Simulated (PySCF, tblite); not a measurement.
# C5H9GaO: geometry, infrared bands and NMR shifts

Wanted: the infrared bands and NMR shifts of C5H9GaO (`CC#[C][Ga]([CH3])[O]C`), by calculation.

Programs: tblite 0.8.0 and PySCF 2.14.0, with density-fitted response routines of our own. Each step states its level of theory. These are calculated values for one molecule in the gas phase, unless marked as measured. Atoms are numbered from 0 throughout.

**1. The molecule as given**

16 atoms, charge 0, multiplicity 1; geometry from: force field or distance geometry start.

Bonds of the start (Å): C0–C1 1.48, C1–C2 1.20, C2–Ga3 2.19, Ga3–C4 1.88, Ga3–O5 2.08, O5–C6 1.39, C0–H7 1.12, C0–H8 1.12, C0–H9 1.10, C4–H10 1.11, C4–H11 1.09, C4–H12 1.11, C6–H13 1.12, C6–H14 1.11, C6–H15 1.12.

**2. Optimising the geometry with GFN2-xTB**

The job: settings as JSON, then the geometry in Å.

```
{"job": {"kind": "relax", "xc": "GFN2-xTB", "basis": "xTB"}, "charge": 0, "multiplicity": 1}
C      3.357900    -0.380600    -0.110200
C      1.907700    -0.110900    -0.074200
C      0.735000     0.110500    -0.010800
Ga    -1.401600     0.566100     0.049000
C     -1.709100     2.358500    -0.417200
O     -2.043100    -1.258500    -0.722300
C     -1.767100    -1.864800     0.500400
H      3.786700    -0.170200     0.905300
H      3.859100     0.314400    -0.824700
H      3.565100    -1.400100    -0.460600
H     -2.248100     2.220100    -1.378900
H     -2.298900     2.804700     0.384200
H     -0.701000     2.797500    -0.557300
H     -0.685300    -1.709100     0.731100
H     -2.005900    -2.945300     0.493300
H     -2.358900    -1.323300     1.283800
```

On the command line:

```bash
OMP_NUM_THREADS=1 python probes_run.py task.json out
```

This one command runs all jobs of the session in turn.

**Question.** This job is followed by: GFN2-xTB harmonic vibrations, gas phase; GIAO PBE0/pcSseg-1 NMR shielding, non-relativistic, gas phase. Predict these results of the whole session: strongest single infrared mode (GFN2-xTB); zero-point energy (GFN2-xTB); ¹³C shifts against TMS (PBE0/pcSseg-1); ¹H shifts against TMS (PBE0/pcSseg-1, means over atoms taken as alike); ¹⁷O shifts against H2O (PBE0/pcSseg-1); shieldings of Ga (PBE0/pcSseg-1); surface potential, 1st and 99th percentile.

The runs gave:

| quantity | value |
| --- | --- |
| strongest single infrared mode (GFN2-xTB) | 1094 cm⁻¹, 190 km/mol |
| zero-point energy (GFN2-xTB) | 74.9 kcal/mol |
| ¹³C shifts against TMS (PBE0/pcSseg-1) | 108.3, 90.6, 60.3, 5.8, -2.9 ppm |
| ¹H shifts against TMS (PBE0/pcSseg-1, means over atoms taken as alike) | 4.38, 2.02, 0.26 ppm |
| ¹⁷O shifts against H2O (PBE0/pcSseg-1) | 82.4 ppm |
| shieldings of Ga (PBE0/pcSseg-1) | Ga3 1435.8 ppm |
| surface potential, 1st and 99th percentile | -1.28 V and 1.85 V |

**Reading.** Over 111 steps the energy fell by 2.027 eV; of the close pairs, Ga3–O5 changed most, 2.082 to 1.735 Å. All 42 modes are real, so the xTB geometry is a minimum. The strongest single mode, at 1094 cm⁻¹, moves mainly O5 and C6. GFN2-xTB is a fitted tight-binding method: band positions and strengths are rough. Its intensities can rank the bands wrongly. H13, H14, H15 (mean) (hydrogen on a methyl carbon bonded to O) lies farthest downfield among hydrogen, at 4.38 ppm; its carbon carries O, which withdraws density. At PBE0/pcSseg-1: The widest tensor belongs to Ga3: span 399 ppm, with a paramagnetic part of -1208 ppm. At PBE0/pcSseg-1, counted by nearest atom on the grid, the HOMO lies on O5 35 %; C1, C2 about 23 % each, the LUMO on Ga3 47 %; C1, C2 about 14 % each. Spin-orbit coupling is left out, which matters for shieldings and couplings at and beside the heavy atoms.
